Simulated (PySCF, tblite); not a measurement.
# C6HClF4: dynamics, then NMR shifts on frames

How do NMR shifts of C6HClF4 (`F[C@H](Cl)C#CC#CC(F)(F)F`) change as the atoms move?

Computed with tblite 0.8.0 and PySCF 2.14.0, with density-fitted response routines of our own, on a single molecule in the gas phase. Atoms count from 0, in the outputs and in this text.

## Step 1: Starting geometry

12 atoms, charge 0, multiplicity 1; geometry from: GFN2-xTB.

Bonds of the start (Å): F0–C1 1.36, C1–Cl2 1.81, C1–C3 1.44, C3–C4 1.21, C4–C5 1.35, C5–C6 1.21, C6–C7 1.45, C7–F8 1.34, C7–F9 1.34, C7–F10 1.34, C1–H11 1.10.

## Step 2: Dynamics with GFN2-xTB

Job settings and geometry (Å):

```
{"job": {"kind": "md", "xc": "GFN2-xTB", "basis": "xTB", "temperature": 300, "steps": 2000, "every": 50, "frames": 5}, "charge": 0, "multiplicity": 1}
F      3.926443    -0.609234     1.036950
C      3.244752    -0.579899    -0.136778
Cl     3.889399     0.776850    -1.140677
C      1.834916    -0.375553     0.073329
C      0.664525    -0.145660     0.264580
C     -0.658919     0.068128     0.458205
C     -1.836863     0.262883     0.634959
C     -3.260661     0.476203     0.837703
F     -3.775435     1.322163    -0.067357
F     -3.525254     0.990103     2.047651
F     -3.955202    -0.668375     0.740069
H      3.453496    -1.518295    -0.668253
```

Method: GFN2-xTB Langevin dynamics, gas phase.

The run is started by

```bash
OMP_NUM_THREADS=1 python probes_run.py task.json out
```

The driver reads the jobs from task.json and runs them one after another.

What it wrote:

```text
t/fs     T/K      E/eV
    0.0   261.5   -998.74460
   25.0   188.6   -998.52848
   50.0   168.3   -998.39839
   75.0   223.4   -998.41455
  100.0   211.8   -998.40646
  125.0   177.9   -998.45283
  150.0   158.7   -998.32904
  175.0   278.8   -998.38656
  200.0   255.1   -998.40040
  225.0   329.9   -998.41668
  250.0   228.8   -998.48371
  275.0   211.5   -998.36844
  300.0   365.6   -998.28532
  325.0   370.3   -998.24888
  350.0   417.7   -998.32392
  375.0   331.8   -998.15307
  400.0   377.0   -998.13477
  425.0   318.0   -998.03493
  450.0   369.6   -998.17257
  475.0   337.8   -998.39347
  500.0   314.6   -998.46174
  525.0   288.2   -998.46185
  550.0   220.6   -998.37630
  575.0   270.2   -998.32945
  600.0   374.8   -998.35411
  625.0   375.6   -998.35490
  650.0   333.6   -998.30734
  675.0   253.7   -998.32619
  700.0   401.0   -998.45423
  725.0   300.5   -998.29519
  750.0   294.3   -998.22258
  775.0   308.5   -998.29787
  800.0   332.6   -998.47402
  825.0   240.2   -998.33175
  850.0   272.7   -998.47940
  875.0   283.8   -998.39676
  900.0   316.2   -998.48722
  925.0   281.0   -998.30558
  950.0   303.7   -998.39378
  975.0   194.2   -998.22176
 1000.0   233.8   -998.32567
```

Run time: 15 s. Hardware: 1 thread of Arm Neoverse V1, shared host; peak memory 0.18 GiB.

Distance from the start (root mean square after alignment): 0 fs 0.00 Å, 200 fs 0.15 Å, 400 fs 0.36 Å, 600 fs 0.18 Å, 800 fs 0.25 Å, 1000 fs 0.22 Å.

Positions (Å) and forces (eV/Å) at 1000 fs:

```xyz
12

F     3.422   -0.469    1.943    0.281    0.031   -0.208
C     3.180   -0.870    0.653   -0.275    1.181    0.122
Cl    4.003    0.258   -0.510    0.138   -0.221    0.225
C     1.762   -0.729    0.426    0.925   -0.701    0.334
C     0.588   -0.757    0.688    1.033    0.149   -0.137
C    -0.730   -0.726    0.721    0.105    0.028   -0.139
C    -1.916   -0.728    0.797   -2.658   -0.425    0.289
C    -3.389   -0.801    0.628    2.800    0.453   -2.384
F    -3.637    0.001   -0.458   -0.398   -0.195   -0.196
F    -4.042   -0.295    1.585   -1.619    0.401    2.133
F    -3.769   -2.026    0.289   -0.444   -0.246    0.271
H     3.586   -1.865    0.570    0.110   -0.457   -0.309
```

## Step 3: Nuclear shieldings: 250 fs, PBE0/pcSseg-1

Job settings and geometry (Å):

```
{"job": {"kind": "nmr", "xc": "PBE0", "basis": "pcSseg-1", "pop": false}, "charge": 0, "multiplicity": 1}
F      3.667500    -0.661600     1.260100
C      3.053300    -0.391200     0.064200
Cl     3.792900     1.138700    -0.506400
C      1.641900    -0.370800     0.144100
C      0.452200    -0.239500     0.143600
C     -0.855100     0.043500     0.320600
C     -2.026000     0.092200     0.545100
C     -3.435700     0.322300     0.822400
F     -4.081100     1.141300     0.008700
F     -3.738600     0.780500     2.034500
F     -4.069500    -0.900400     0.713900
H      3.495700    -1.110700    -0.672200
```

Method: GIAO PBE0/pcSseg-1 NMR shielding, non-relativistic, gas phase.

What it wrote:

```text
coarse grid: 13104 points
cycle   1  E = -1087.4828724818  dE =  2.127e+00  |g| = 1.083e+00  |ddm| = 4.293e+00
cycle   2  E = -1087.2262369587  dE =  2.566e-01  |g| = 1.690e+00  |ddm| = 2.634e+00
cycle   3  E = -1087.6830241889  dE = -4.568e-01  |g| = 2.026e-01  |ddm| = 1.496e+00
cycle   4  E = -1087.6888735855  dE = -5.849e-03  |g| = 1.235e-01  |ddm| = 2.122e-01
cycle   5  E = -1087.6924676712  dE = -3.594e-03  |g| = 2.552e-02  |ddm| = 9.253e-02
cycle   6  E = -1087.6925971079  dE = -1.294e-04  |g| = 5.475e-03  |ddm| = 3.214e-02
cycle   7  E = -1087.6926011570  dE = -4.049e-06  |g| = 2.079e-03  |ddm| = 6.187e-03
final grid: 130784 points
cycle   8  E = -1087.7848556277  dE = -4.828e-05  |g| = 8.213e-03  |ddm| = 8.856e-02
cycle   9  E = -1087.7848356723  dE =  1.996e-05  |g| = 1.304e-02  |ddm| = 1.992e-02
cycle  10  E = -1087.7848663375  dE = -3.067e-05  |g| = 2.493e-03  |ddm| = 1.282e-02
cycle  11  E = -1087.7848677142  dE = -1.377e-06  |g| = 9.903e-04  |ddm| = 2.686e-03
cycle  12  E = -1087.7848679445  dE = -2.303e-07  |g| = 1.116e-04  |ddm| = 8.887e-04
cycle  13  E = -1087.7848679465  dE = -1.925e-09  |g| = 5.020e-05  |ddm| = 1.345e-04
cycle  14  E = -1087.7848679469  dE = -3.954e-10  |g| = 2.004e-05  |ddm| = 5.343e-05
converged SCF energy = -1087.7848679469

GIAO shielding tensors (ppm)
atom      isotropic    diamagn.    paramagn.     s11        s22        s33       span
  0 F      313.022     469.670    -156.648    213.652    337.739    387.677    174.025
  1 C       92.483     236.184    -143.701     53.471     88.155    135.824     82.353
  2 Cl     591.616    1145.170    -553.554    175.061    584.957   1014.830    839.769
  3 C      107.208     258.539    -151.332      7.286     16.331    298.006    290.719
  4 C      100.241     250.839    -150.598     31.436     38.826    230.462    199.026
  5 C      109.777     252.943    -143.166     32.942     38.588    257.803    224.860
  6 C      109.648     256.859    -147.211     23.898     29.717    275.328    251.430
  7 C       62.797     243.019    -180.222     54.226     64.704     69.462     15.236
  8 F      234.212     470.535    -236.323    153.243    219.450    329.944    176.701
  9 F      229.730     470.055    -240.324    144.655    213.386    331.150    186.494
 10 F      210.961     472.231    -261.270     95.426    183.256    354.201    258.775
 11 H       24.134      25.222      -1.089     20.381     23.083     28.936      8.555
```

Run time: 31 s. Hardware: 1 thread of Arm Neoverse V1, shared host; peak memory 0.89 GiB.

The references, computed at this level on geometries of the same kind, shield at (ppm): 1H TMS 31.72, 13C TMS 186.9, 19F CFCl3 170.9, 35Cl HCl 950. Their shielding less the atom's gives the shift. The references are single molecules in the gas phase, so shifts against H2O, NH3, PH3, H3PO4 or CFCl3 are not on the usual liquid scales and can be off by tens of ppm. Each atom is listed at this fixed geometry, with no averaging over motion; a spectrum would average atoms that exchange fast.

```
atoms                                          environment  σ (ppm)  δ (ppm)
   C7                                           CF3 carbon     62.8    124.1
   C1                propargylic sp3 CH bonded to Cl and F     92.5     94.4
   C4                                        alkyne carbon    100.2     86.7
   C3                                        alkyne carbon    107.2     79.7
   C6                                        alkyne carbon    109.6     77.3
   C5                                        alkyne carbon    109.8     77.1
  H11  hydrogen on a propargylic sp3 CH bonded to Cl and F    24.13     7.58
  F10                              fluorine of a CF3 group    211.0    -40.0
   F9                              fluorine of a CF3 group    229.7    -58.8
   F8                              fluorine of a CF3 group    234.2    -63.3
   F0                            fluorine on an sp3 carbon    313.0   -142.1
  Cl2                                 chlorine bonded to C      592      358
```

## Step 4: NMR shieldings: 425 fs, PBE0/pcSseg-1

Job settings and geometry (Å):

```
{"job": {"kind": "nmr", "xc": "PBE0", "basis": "pcSseg-1", "pop": false}, "charge": 0, "multiplicity": 1}
F      3.434000    -0.677200     1.999700
C      3.088500    -0.737300     0.633000
Cl     3.899800     0.718200    -0.207500
C      1.679000    -0.399100     0.406000
C      0.486400    -0.207900     0.221300
C     -0.912500    -0.113500     0.162400
C     -2.120300    -0.276600     0.042900
C     -3.466400    -0.205300     0.631300
F     -4.023900     1.047000     0.311000
F     -3.579800    -0.370400     1.921600
F     -4.312300    -1.071000     0.050400
H      3.438900    -1.642900     0.012400
```

Method: GIAO PBE0/pcSseg-1 NMR shielding, non-relativistic, gas phase.

What it wrote:

```text
coarse grid: 13104 points
cycle   1  E = -1087.4467365121  dE =  1.787e+00  |g| = 1.101e+00  |ddm| = 3.993e+00
cycle   2  E = -1087.1404676926  dE =  3.063e-01  |g| = 1.781e+00  |ddm| = 2.351e+00
cycle   3  E = -1087.6650543142  dE = -5.246e-01  |g| = 1.900e-01  |ddm| = 1.397e+00
cycle   4  E = -1087.6680444785  dE = -2.990e-03  |g| = 1.457e-01  |ddm| = 2.198e-01
cycle   5  E = -1087.6730040423  dE = -4.960e-03  |g| = 3.312e-02  |ddm| = 1.079e-01
cycle   6  E = -1087.6732225677  dE = -2.185e-04  |g| = 7.441e-03  |ddm| = 3.189e-02
cycle   7  E = -1087.6732294001  dE = -6.832e-06  |g| = 3.024e-03  |ddm| = 8.244e-03
final grid: 130784 points
cycle   8  E = -1087.7662032344  dE = -4.300e-05  |g| = 9.923e-03  |ddm| = 8.163e-02
cycle   9  E = -1087.7661333138  dE =  6.992e-05  |g| = 1.967e-02  |ddm| = 2.647e-02
cycle  10  E = -1087.7662217627  dE = -8.845e-05  |g| = 3.485e-03  |ddm| = 1.807e-02
cycle  11  E = -1087.7662245201  dE = -2.757e-06  |g| = 8.377e-04  |ddm| = 2.979e-03
cycle  12  E = -1087.7662246543  dE = -1.343e-07  |g| = 1.581e-04  |ddm| = 7.794e-04
cycle  13  E = -1087.7662246562  dE = -1.855e-09  |g| = 1.164e-04  |ddm| = 1.778e-04
cycle  14  E = -1087.7662246590  dE = -2.823e-09  |g| = 3.480e-05  |ddm| = 9.480e-05
cycle  15  E = -1087.7662246593  dE = -2.647e-10  |g| = 9.250e-06  |ddm| = 3.069e-05
converged SCF energy = -1087.7662246593

GIAO shielding tensors (ppm)
atom      isotropic    diamagn.    paramagn.     s11        s22        s33       span
  0 F      281.474     469.599    -188.124    194.875    299.677    349.871    154.996
  1 C       80.672     245.973    -165.301     40.222     76.684    125.109     84.887
  2 Cl     503.644    1145.141    -641.497     62.890    435.777   1012.266    949.376
  3 C      100.560     261.997    -161.437      0.045      7.477    294.157    294.112
  4 C      100.889     247.248    -146.360     32.058     51.059    219.549    187.491
  5 C       91.814     260.617    -168.803      8.266     21.653    245.524    237.259
  6 C      100.918     260.851    -159.933     -3.238     27.445    278.547    281.785
  7 C       58.592     243.875    -185.283     49.937     60.545     65.292     15.355
  8 F      190.740     472.849    -282.108     74.241    137.093    360.888    286.648
  9 F      225.947     471.615    -245.667    160.976    207.672    309.194    148.219
 10 F      239.615     469.008    -229.392    147.175    229.337    342.334    195.159
 11 H       23.419      25.079      -1.660     20.551     22.303     27.402      6.851
```

Run time: 31 s. Hardware: 1 thread of Arm Neoverse V1, shared host; peak memory 0.87 GiB.

This run: δ C7 128.3, C1 106.3, C5 95.1, C3 86.4, H11 8.30 ppm.

[end of part 1 of 2]
